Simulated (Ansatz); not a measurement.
# C3H12AlP: how energies converge with the basis set

The task here is to estimate one member of a computed series from the others.

Method: one geometry, several basis sets; program: Ansatz 0.2.0, Gaussian basis.

Plan: PBE0-D4/def2-SVP; ωB97M-V/def2-SVP; PBE0-D4/def2-QZVPP; ωB97M-V/def2-QZVPP; the functionals' def2-TZVPP values are taken from earlier runs.

### The geometry

All runs share one geometry, relaxed beforehand with PBE0-D4 in a triple-zeta def2 set.

SMILES `[CH3][Al-]([CH3])([CH3])[PH3+]`, 17 atoms, charge 0, spin multiplicity 1.

Atoms are counted from 1 here; the program's logs count them from 0.

Bond lengths: C1–Al2 1.975 Å, C1–H6 1.097 Å, C1–H7 1.095 Å, C1–H8 1.095 Å, Al2–C3 1.975 Å, Al2–C4 1.975 Å, Al2–P5 2.609 Å, C3–H9 1.095 Å, C3–H10 1.095 Å, C3–H11 1.097 Å, C4–H12 1.095 Å, C4–H13 1.097 Å, C4–H14 1.095 Å, P5–H15 1.411 Å, P5–H16 1.411 Å, P5–H17 1.411 Å. Angles: Al2–C1–H6 109.9°, Al2–C1–H7 112.9°, Al2–C1–H8 112.9°, H6–C1–H7 106.5°, H6–C1–H8 106.5°, H7–C1–H8 107.7°, C1–Al2–C3 118.2°, C1–Al2–C4 118.2°, C1–Al2–P5 97.8°, C3–Al2–C4 118.2°, C3–Al2–P5 97.7°, C4–Al2–P5 97.8°, Al2–C3–H9 112.9°, Al2–C3–H10 112.9°, Al2–C3–H11 109.9°, H9–C3–H10 107.7°, H9–C3–H11 106.5°, H10–C3–H11 106.5° and more.

Set-up of the first run:

File in.yaml:

```yaml
crystal:
  periodic: [false, false, false]
  atoms:
    - {symbol: C, position_ang: [-0.480019, 1.000492, -1.787477]}
    - {symbol: Al, position_ang: [0.342063, -0.092349, -0.362077]}
    - {symbol: C, position_ang: [1.923287, 0.632000, 0.574449]}
    - {symbol: C, position_ang: [0.124355, -2.053783, -0.446495]}
    - {symbol: P, position_ang: [-1.418453, 0.379304, 1.505150]}
    - {symbol: H, position_ang: [0.125778, 0.942210, -2.699663]}
    - {symbol: H, position_ang: [-0.547229, 2.061666, -1.526324]}
    - {symbol: H, position_ang: [-1.484783, 0.660899, -2.059368]}
    - {symbol: H, position_ang: [1.828710, 1.697178, 0.809557]}
    - {symbol: H, position_ang: [2.145387, 0.104168, 1.507656]}
    - {symbol: H, position_ang: [2.812286, 0.530943, -0.059532]}
    - {symbol: H, position_ang: [0.365812, -2.550756, 0.498768]}
    - {symbol: H, position_ang: [0.801386, -2.472991, -1.200393]}
    - {symbol: H, position_ang: [-0.887323, -2.358779, -0.733350]}
    - {symbol: H, position_ang: [-2.525008, 1.211196, 1.230221]}
    - {symbol: H, position_ang: [-2.131875, -0.692591, 2.083225]}
    - {symbol: H, position_ang: [-1.013475, 1.000895, 2.705853]}
basis:
  gaussian: {orbitals: def2-SVP}
hamiltonian: {xc: pbe0, dispersion: d4}
output: {orbitals: {seedname: orbitals}}
```

On the command line:

```bash
$ ansatz run in.yaml --threads 4 --pin off --events-out ev --progress --plain --max-ram 11315MiB
```

Among the steps run: PBE0-D4 in def2-SVP; ωB97M-V in def2-SVP; PBE0-D4 in def2-QZVPP; ωB97M-V in def2-QZVPP.

One of the session's tables, all rows but one given; the rest of the session is left out.

It belongs to the step «Density functionals: the series». 

| functional | basis | HOMO (eV) | LUMO (eV) |
| --- | --- | --- | --- |
| PBE0-D4 | def2-SVP | -6.94 | 0.16 |
| PBE0-D4 | def2-TZVPP | ? | ? |
| PBE0-D4 | def2-QZVPP | -7.04 | -0.29 |
| ωB97M-V | def2-SVP | -9.20 | 2.10 |
| ωB97M-V | def2-TZVPP | -9.29 | 1.63 |
| ωB97M-V | def2-QZVPP | -9.30 | 1.10 |

Estimate the missing values for PBE0-D4, def2-TZVPP.

The run gave: HOMO (eV): -7.03; LUMO (eV): -0.21. In the column «HOMO (eV)» it lies between PBE0-D4, def2-QZVPP (-7.04) and PBE0-D4, def2-SVP (-6.94).
